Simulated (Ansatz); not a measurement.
**Bi (diamond type): how the settings move a single-point run**

Question: which choices in the input matter for Bi (diamond type)?

Method: reference: DFT, PBE, PAW with Ansatz's default frozen-core files, scalar-relativistic, in Ansatz 0.2.0.

2 further runs of the same task are left out: 2 that didn't finish.

## (1) The system as given

It takes space group R-3m (No. 166, trigonal). Conventional cell: a = 4.837 Å, b = 4.837 Å, c = 11.847 Å, α = 90.00°, β = 90.00°, γ = 120.00°. Bi (site symmetry 3m) has 1 Bi at 2.61 Å as nearest neighbours.

Coordinates:

```
CELL_PARAMETERS angstrom
0.00000 3.41995 3.41995
3.41995 0.00000 3.41995
3.41995 3.41995 0.00000
ATOMIC_POSITIONS crystal
Bi 0.83000 0.89000 0.89000
Bi 0.17000 0.11000 0.11000
```

## (2) The reference run

Contents of input.yaml:

```yaml
crystal:
  lattice:
    - [0.0, 3.4199518934, 3.4199518934]
    - [3.4199518934, 0.0, 3.4199518934]
    - [3.4199518934, 3.4199518934, 0.0]
  atoms:
    - { symbol: Bi, position: [-0.17, -0.11, -0.11] }
    - { symbol: Bi, position: [0.17, 0.11, 0.11] }
kpoints:
  mp_grid: { grid: [8, 8, 8] }
scf:
  occupations: { method: fermi_dirac, width: 0.05 }
hamiltonian:
  xc: pbe
  pseudopotentials: { kind: paw }
output:
  forces: true
  stress: true
  eigenvalues: true
  populations: true
```

On the command line:

```bash
> ansatz run input.yaml --threads 1 --pin off --max-ram 2048MiB --backend cpu --events-out ev --progress --plain --runs-dir out
```

## (3) Changed: mp_grid.shift [0.5, 0.5, 0.5], n_extra_bands 8

input.yaml, as its differences from that of step 2:

```diff
@@ -9,5 +9,6 @@
 kpoints:
-  mp_grid: { grid: [8, 8, 8] }
+  mp_grid: { grid: [8, 8, 8], shift: [0.5, 0.5, 0.5] }
 scf:
   occupations: { method: fermi_dirac, width: 0.05 }
+  n_extra_bands: 8
 hamiltonian:
```

## (4) Changed: symmetry.detect false, xc_grid 4

input.yaml, as its differences from that of step 2:

```diff
@@ -8,2 +8,3 @@
     - { symbol: Bi, position: [0.17, 0.11, 0.11] }
+  symmetry: { detect: false }
 kpoints:
@@ -20 +21,3 @@
   populations: true
+basis:
+  xc_grid: 4
```

Q: Predict the outcome of this session. Wanted: for each run, ending; energy change; pressure; gap; force.

The runs gave:

| run | ending | energy change | pressure (GPa) | gap (eV) | force (eV/Å) | cycles | time |
| --- | --- | --- | --- | --- | --- | --- | --- |
| reference | converged | 0 | 10.7 | 0.00 | 3.77 | 7 | 7.9 s |
| 1: mp_grid.shift [0.5, 0.5, 0.5], n_extra_bands 8 | converged | +2.7 meV/atom | 10.8 | 0.00 | 3.78 | 6 | 20 s |
| 2: symmetry.detect false, xc_grid 4 | converged | 0.0 meV/atom | 10.7 | 0.00 | 3.77 | 7 | 62 s |

Residual by cycle in the longest SCF loop of each run; runs are numbered as in the table. The quantity is the density residual dr2, in eV.

| cycle | reference | run 1 | run 2 |
| --- | --- | --- | --- |
| 1 | 0.00247 | 0.00302 | 0.00247 |
| 2 | 0.00125 | 4.1e-4 | 0.00125 |
| 3 | 1.5e-4 | 3.8e-4 | 1.5e-4 |
| 4 | 3.5e-5 | 3.8e-6 | 3.5e-5 |
| 5 | 3.6e-6 | 2.6e-7 | 3.7e-6 |
| 6 | 1.0e-6 | 4.4e-8 | 1.0e-6 |
| 7 | 8.1e-8 | - | 8.5e-8 |

Of the converged runs whose energies compare with the reference's, «mp_grid.shift [0.5, 0.5, 0.5], n_extra_bands 8» moves the energy most (+2.7 meV/atom) and «symmetry.detect false, xc_grid 4» least (0.0 meV/atom). The pressure spans 10.7 to 10.8 GPa over the reference and the converged variants. Of the variants the dearest is «symmetry.detect false, xc_grid 4» (62 s), the cheapest «mp_grid.shift [0.5, 0.5, 0.5], n_extra_bands 8» (20 s), on a shared host.
